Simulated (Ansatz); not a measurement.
# Bi: the cost of one run

Computed with Ansatz 0.2.0 (DFT PBE+D3(BJ), scalar-relativistic, plane waves, PAW, unless a step's input says otherwise).

### 1 The system as given

It takes space group R-3m (No. 166, trigonal). Conventional cell: a = 4.450 Å, b = 4.450 Å, c = 12.379 Å, α = 90.00°, β = 90.00°, γ = 120.00°. Bi (site symmetry 3m) has 3 Bi at 2.98 Å as nearest neighbours.

Structure file:

```cif
data_structure
_symmetry_space_group_name_H-M 'R-3m:H'
_symmetry_Int_Tables_number 166
_cell_length_a 4.4503
_cell_length_b 4.4503
_cell_length_c 12.3788
_cell_angle_alpha 90.000
_cell_angle_beta 90.000
_cell_angle_gamma 120.000
_cell_volume 212.32
loop_
_atom_site_label
_atom_site_type_symbol
_atom_site_symmetry_multiplicity
_atom_site_Wyckoff_symbol
_atom_site_fract_x
_atom_site_fract_y
_atom_site_fract_z
_atom_site_occupancy
Bi1 Bi 6 c 0.00000 0.00000 0.22754 1
```

(A quick probe on a coarse mesh, which set the mesh and smearing, is not shown.)

### 3 Rough relaxation on the coarse mesh

File input.yaml:

```yaml
crystal:
  lattice:
    - [2.225143128, 1.2846869839, 4.1262560148]
    - [-2.225143128, 1.2846869839, 4.1262560148]
    - [0.0, -2.5693739678, 4.1262560148]
  atoms:
    - { symbol: Bi, position: [0.22754, 0.22754, 0.22754] }
    - { symbol: Bi, position: [0.77246, 0.77246, 0.77246] }
basis:
  ecutwfc: 420
kpoints:
  mp_grid: { grid: [6, 6, 6] }
hamiltonian:
  xc: pbe
  dispersion: d3bj
scf:
  occupations: { method: gaussian, width: 0.1 }
output:
  forces: true
  stress: true
  eigenvalues: true
relax:
  adjacent_minimum: "off"
  f_tol: 0.05
  max_steps: 80
  cell: { stress_tol: 0.5 }
```

The run is started by

```sh
$ ansatz run input.yaml --threads 2 --pin off --max-ram 5632MiB --backend cpu --events-out ev --progress --plain --runs-dir out
```

**Question.** How long does this run take on 2 threads of Intel Xeon at 2.60GHz (Ice Lake), shared host, and how much memory does it need?

About 6.5 s, with a peak of 0.43 GiB.
